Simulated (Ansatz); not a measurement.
# TlGa (P-6m2) in Ansatz: convergence with smearing width

Aim: find how far smearing width must go before the results for TlGa settle, at PBE. This setting moves, with any that are tied to it; all else stays.

All numbers are computed with Ansatz 0.2.0; they aren't measurements. Logs are shortened: lines on timing, memory, paths and dates and some standing lists are left out, and cuts for length are marked.

## Step 1: The structure

The structure is hexagonal, space group P-6m2 (No. 187). Conventional cell: a = 3.652 Å, b = 3.652 Å, c = 5.868 Å, α = 90.00°, β = 90.00°, γ = 120.00°. Tl (site symmetry -6m2) is surrounded by 6 Ga at 3.61 Å and 6 Tl at 3.65 Å. Ga (site symmetry -6m2) has 6 Tl at 3.61 Å and 6 Ga at 3.65 Å as nearest neighbours.

The cell was built by a generator and needn't be a form met in nature.

## Step 2: With smearing width 0.3 eV

input.yaml

```yaml
crystal:
  lattice:
    - [3.65213896, 0.0, 0.0]
    - [-1.82606948, 3.16284512, 0.0]
    - [0.0, 0.0, 5.86829374]
  atoms:
    - { symbol: Tl, position: [0.33333333, 0.66666667, 0.5] }
    - { symbol: Ga, position: [0.0, 0.0, 0.0] }
hamiltonian:
  xc: pbe
  pseudopotentials: { kind: nc }
kpoints:
  mp_grid: { grid: [7, 7, 4] }
scf:
  occupations: { method: cold, width: 0.3 }
output:
  forces: true
  stress: true
  eigenvalues: true
```

Potentials or basis: Ansatz NC.

Launch:

```
$ ansatz run input.yaml --threads 2 --pin off --max-ram 5632MiB --backend cpu --events-out ev --progress --plain --runs-dir out
```

Run time: 6.3 s. Hardware: 2 threads of Intel Xeon Platinum 8259CL at 2.50GHz (Skylake/Cascade Lake), shared host; peak memory 0.42 GiB.

Results:

| Property | Result |
| --- | --- |
| Free energy | -4075.6160 eV |
| Pressure | -4.5 GPa |
| Band gap on the k mesh | none (metal or under the smearing width) |

## Step 3: With smearing width 0.2 eV

Edit input.yaml of step 2 so:

```diff
@@ -14,3 +14,3 @@
 scf:
-  occupations: { method: cold, width: 0.3 }
+  occupations: { method: cold, width: 0.2 }
 output:
```

Potentials or basis: Ansatz NC.

Launch:

```
$ ansatz run input.yaml --threads 2 --pin off --max-ram 5632MiB --backend cpu --events-out ev --progress --plain --runs-dir out
```

Run time: 8.1 s. Hardware: 2 threads of Intel Xeon Platinum 8259CL at 2.50GHz (Skylake/Cascade Lake), shared host; peak memory 0.43 GiB.

What came out:

- Free energy: -4075.6147 eV
- Pressure: -4.5 GPa
- Band gap on the k mesh: none (metal or under the smearing width)

## Step 4: With smearing width 0.15 eV

Edit input.yaml of step 3 so:

```diff
@@ -14,3 +14,3 @@
 scf:
-  occupations: { method: cold, width: 0.2 }
+  occupations: { method: cold, width: 0.15 }
 output:
```

Launch:

```
$ ansatz run input.yaml --threads 2 --pin off --max-ram 5632MiB --backend cpu --events-out ev --progress --plain --runs-dir out
```

Run time: 6 s. Hardware: 2 threads of Intel Xeon Platinum 8259CL at 2.50GHz (Skylake/Cascade Lake), shared host; peak memory 0.41 GiB.

Results:

```
Free energy            : -4075.6131 eV
Pressure               : -4.5 GPa
Band gap on the k mesh : none (metal or under the smearing width)
```

## Step 5: With smearing width 0.1 eV

Edit input.yaml of step 4 so:

```diff
@@ -14,3 +14,3 @@
 scf:
-  occupations: { method: cold, width: 0.15 }
+  occupations: { method: cold, width: 0.1 }
 output:
```

Launch:

```
$ ansatz run input.yaml --threads 2 --pin off --max-ram 5632MiB --backend cpu --events-out ev --progress --plain --runs-dir out
```

Wall time 5.9 s (2 threads of Intel Xeon Platinum 8259CL at 2.50GHz (Skylake/Cascade Lake), shared host); peak memory 0.41 GiB.

Results:

- Free energy: -4075.6117 eV
- Pressure: -4.5 GPa
- Band gap on the k mesh: none (metal or under the smearing width)

## Step 6: With smearing width 0.05 eV

Edit input.yaml of step 5 so:

```diff
@@ -14,3 +14,3 @@
 scf:
-  occupations: { method: cold, width: 0.1 }
+  occupations: { method: cold, width: 0.05 }
 output:
```

Potentials or basis: Ansatz NC.

Launch:

```
$ ansatz run input.yaml --threads 2 --pin off --max-ram 5632MiB --backend cpu --events-out ev --progress --plain --runs-dir out
```

Wall time 6 s (2 threads of Intel Xeon Platinum 8259CL at 2.50GHz (Skylake/Cascade Lake), shared host); peak memory 0.41 GiB.

Results (log left out):

- Free energy: -4075.6105 eV
- Pressure: -4.5 GPa
- Band gap on the k mesh: none (metal or under the smearing width)

## Step 7: With smearing width 0.025 eV

Edit input.yaml of step 6 so:

```diff
@@ -14,3 +14,3 @@
 scf:
-  occupations: { method: cold, width: 0.05 }
+  occupations: { method: cold, width: 0.025 }
 output:
```

Launch:

```
$ ansatz run input.yaml --threads 2 --pin off --max-ram 5632MiB --backend cpu --events-out ev --progress --plain --runs-dir out
```

Wall time 5.8 s (2 threads of Intel Xeon Platinum 8259CL at 2.50GHz (Skylake/Cascade Lake), shared host); peak memory 0.41 GiB.

It converged, with:

| Property | Result |
| --- | --- |
| Free energy | -4075.6099 eV |
| Pressure | -4.5 GPa |
| Band gap on the k mesh | none (metal or under the smearing width) |

## Step 8: With smearing width 0.01 eV

Edit input.yaml of step 7 so:

```diff
@@ -14,3 +14,3 @@
 scf:
-  occupations: { method: cold, width: 0.025 }
+  occupations: { method: cold, width: 0.01 }
 output:
```

Launch:

```
$ ansatz run input.yaml --threads 2 --pin off --max-ram 5632MiB --backend cpu --events-out ev --progress --plain --runs-dir out
```

It took 6.4 s on 2 threads of Intel Xeon Platinum 8259CL at 2.50GHz (Skylake/Cascade Lake), shared host; peak memory 0.38 GiB.

Results (log left out):

```
Free energy            : -4075.6099 eV
Pressure               : -4.5 GPa
Band gap on the k mesh : none (metal or under the smearing width)
```

## Step 9: With smearing width 0.005 eV

Edit input.yaml of step 8 so:

```diff
@@ -14,3 +14,3 @@
 scf:
-  occupations: { method: cold, width: 0.01 }
+  occupations: { method: cold, width: 0.005 }
 output:
```

Potentials or basis: Ansatz NC.

Launch:

```
$ ansatz run input.yaml --threads 2 --pin off --max-ram 5632MiB --backend cpu --events-out ev --progress --plain --runs-dir out
```

Standard output:

```text
Warning: RAYON_NUM_THREADS=2 ignored (pool sized by the plan → 2); use --threads N
Engine: ansatz 0.2.0, x86_64-unknown-linux-gnu
Pseudopotentials: kind: nc
Pseudopotential: Tl, nc, valence charge 13, recommended cutoff 820 eV (normal), Tl.nc.azcp
Pseudopotential: Ga, nc, valence charge 13, recommended cutoff 1088.45545 eV (normal), Ga.nc.azcp
Functional definition: PBE
  parameter kappa = 0.804
  parameter beta = 0.06672455060314922
  exchange = pbe_x(kappa = kappa, mu = beta*pi^2/3)
  correlation = pbe_c(beta = beta)
Crystal: 2 atoms, lattice volume = 67.786 Å³
Basis set: ecut = 1088.45545 eV, 5527 PW (Γ), exchange–correlation on 80×80×128 points (8 copies of the dense FFT grid, shifted against one another)
Bands: 17, of which v1, the nominal top of the filled ones, is band 13 counted from 1 (12 counted from 0)
Symmetry: 12 space group operations
Space group: P-6m2 (ITA 187), of the structure as read, at distance tolerance 4.1e-5 Å
k-points: 24 of 196 (time reversal used)
Non-local potential: Tl, projectors of the file, l = 0: 3, l = 1: 3, l = 2: 2, l = 3: 1
Non-local potential: Ga, projectors of the file, l = 0: 2, l = 1: 2, l = 2: 2
Initial density: superposition of atomic densities (chi_scale 0.1, normalization cell, long waves kept (reshape's long-wave potential 0.03 eV rms))
Initial wavefunctions: pseudopotential atomic-orbital guess
Functional: x = pbe(κ = 0.804, μ = 0.2195149727645171), c = pbe(β = 0.06672455060314922)
SCF iter   1: F=—  HF=-4075.746843 eV  |F-HF|=—  |Δ(HF+E_count)|=         —  Δρ=1.49e-2  dr2=4.81e-1  ethr=3.10e-3  ⟨swp⟩=11.8  Hψ=3499  notcnv=0
preconditioner: auto → Resta (q_TF=auto, 2.326 Å⁻¹)  ε∞=3.8  [insulator: Δε(μ)=0.180 eV  Ē_g=13.724 eV  σ=0.005 eV  W_gap=0.92  n_scr=22 (ndim 8)  ℏωp=23.0 eV  f_vac=0.000  D(μ)=5.99/eV (n_scr^D=72)  ε∞_Penn≈3.8]
SCF iter   2: F=—  HF=-4075.620912 eV  |F-HF|=—  |Δ(HF+E_count)|=   1.26e-1  S|Δr|=    0.00e0  Δρ=5.36e-3  dr2=3.23e-2  ethr=1.85e-3  ⟨swp⟩=5.5  Hψ=1040  notcnv=0  defer=6
SCF iter   3: F=—  HF=-4075.611013 eV  |F-HF|=—  |Δ(HF+E_count)|=   9.90e-3  S|Δr|=    0.00e0  Δρ=3.31e-3  dr2=7.14e-3  ethr=1.24e-4  ⟨swp⟩=5.2  Hψ=1191  notcnv=0  defer=6
SCF iter   4: F=—  HF=-4075.609781 eV  |F-HF|=—  |Δ(HF+E_count)|=   1.23e-3  S|Δr|=    0.00e0  Δρ=9.21e-4  dr2=5.86e-4  ethr=2.75e-5  ⟨swp⟩=5.0  Hψ=880  notcnv=0  defer=6
SCF iter   5: F=—  HF=-4075.609714 eV  |F-HF|=—  |Δ(HF+E_count)|=   6.64e-5  S|Δr|=    0.00e0  Δρ=3.68e-4  dr2=2.97e-5  ethr=2.25e-6  ⟨swp⟩=5.2  Hψ=1099  notcnv=0  defer=6
SCF iter   6: F=—  HF=-4075.609844 eV  |F-HF|=—  |Δ(HF+E_count)|=   1.30e-4  S|Δr|=    0.00e0  Δρ=1.83e-4  dr2=8.74e-6  ethr=1.14e-7  ⟨swp⟩=3.8  Hψ=1158  notcnv=0  defer=6
SCF iter   7: F=—  HF=-4075.609841 eV  |F-HF|=—  |Δ(HF+E_count)|=   3.19e-6  S|Δr|=    0.00e0  Δρ=4.75e-5  dr2=5.64e-7  ethr=3.36e-8  ⟨swp⟩=2.2  Hψ=779  notcnv=0  defer=6
SCF iter   8: F=-4075.609841 eV  HF=-4075.609841 eV  |F-HF|=7.27e-9  |Δ(HF+E_count)|=   2.25e-7  S|Δr|=    0.00e0  Δρ=6.28e-6  dr2=1.33e-8  ethr=3.85e-10  ⟨swp⟩=14.5  Hψ=3319  notcnv=0
SCF 1 converged in 8 iterations: F = -4075.609841 eV  dr2 = 1.33e-8
SCF converged after 8 iterations
Stability not checked: this state was not tested for a lower state beside it, because cold or Methfessel-Paxton smearing, or corrected tetrahedra, fill the levels in a way that the test cannot read (fill_not_monotonic; see scf.lower_state_search)
Free energy (F): -4075.609841 eV
Harris-Foulkes:  -4075.609841 eV  (|F-HF|=7.27e-9)
Internal energy: -4075.609783 eV  (E = F + TS)
E sigma→0 (E₀):  -4075.609822 eV
Entropy (-TS):   -0.000058 eV (-0.029 meV/atom)
Fermi energy:    6.503749 eV
--- Per-component energies (eV) ---
  E_band       = -115.667794
  E_kinetic    = 2578.956254
  E_local      = -3032.830580  (includes V_loc(G=0)·N_el)
  E_nonlocal   = -1016.874356
  E_hartree    = 1005.336714
  E_xc         = -1438.464921
  E_vxc        = -655.587327  (∫ρ·V_xc dr)
  E_ewald      = -2171.732893
  E_smearing   = -0.000058  (= −TS)
  E_closure    = 0.000000  (closes the sum)
  Σ components = -4075.609841   (vs F -4075.609841, Δ=0.00e0)
--- Forces (eV/Å), atoms counted from 1 ---
  atom   1  Tl     0.00000000    -0.00000000     0.00000000
  atom   2  Ga    -0.00000000     0.00000000     0.00000000
  max |Σ_I F_I| component: 1.85e-17 eV/Å
--- Stress (GPa, compression-positive) ---
       -4.323935       0.000000       0.000000
       -0.000000      -4.323935       0.000000
        0.000000       0.000000      -4.801630
  P = ⅓ Tr σ = -4.4832 GPa (-44.832 kbar)
--- Band table (eV; the first three rows and the last of 24) ---
  k-point 0: bands = ["-8.3581", "-8.3224", "-8.3224", "-8.3189", "-8.3189", "-4.9973", "-4.9361", "-4.9361", "-4.7532", "-4.7532", "-1.9354", "1.6188", "4.4687", "12.3987", "12.3987", "14.5230", "14.5230"]
  k-point 1: bands = ["-8.3575", "-8.3224", "-8.3224", "-8.3189", "-8.3189", "-4.9930", "-4.9358", "-4.9358", "-4.7537", "-4.7537", "-1.6857", "0.6175", "6.0420", "12.2594", "12.5051", "12.5051", "14.4549"]
  k-point 2: bands = ["-8.3569", "-8.3224", "-8.3224", "-8.3190", "-8.3190", "-4.9889", "-4.9355", "-4.9355", "-4.7541", "-4.7541", "-1.2090", "-0.3275", "8.8596", "9.0222", "12.6272", "12.6272", "14.3649"]
  k-point 23: bands = ["-8.3407", "-8.3342", "-8.3340", "-8.3093", "-8.2930", "-4.9032", "-4.8877", "-4.8519", "-4.8128", "-4.7275", "1.8666", "2.4814", "5.8524", "5.8834", "7.2567", "7.4271", "11.8799"]
```

Run time: 5.4 s. Hardware: 2 threads of Intel Xeon Platinum 8259CL at 2.50GHz (Skylake/Cascade Lake), shared host; peak memory 0.41 GiB.

Results:

```yaml
Free_energy: -4075.6098 eV
Pressure: -4.5 GPa
Band_gap_on_the_k_mesh: none (metal or under the smearing width)
```

## Step 10: The series at a glance

| smearing width | energy less the tightest run, at zero smearing (meV/atom) | SCF cycles | CPU time (s) | peak memory (GiB) |
| --- | --- | --- | --- | --- |
| 0.3 eV | -3.10 | 7 | 12 | 0.42 |
| 0.2 eV | -1.47 | 8 | 16 | 0.43 |
| 0.15 eV | -0.81 | 8 | 12 | 0.41 |
| 0.1 eV | -0.56 | 8 | 12 | 0.41 |
| 0.05 eV | -0.10 | 8 | 12 | 0.41 |
| 0.025 eV | 0.03 | 8 | 11 | 0.41 |
| 0.01 eV | -0.05 | 10 | 12 | 0.38 |
| 0.005 eV | 0.00 | 8 | 10 | 0.41 |

Against the tightest run, the energy stays within 1 meV/atom from 0.15 eV on. Narrower smearing needs a denser k mesh, so at a fixed mesh the narrowest width isn't the most accurate. The tightest run that finished is the yardstick and may itself not be fully converged.
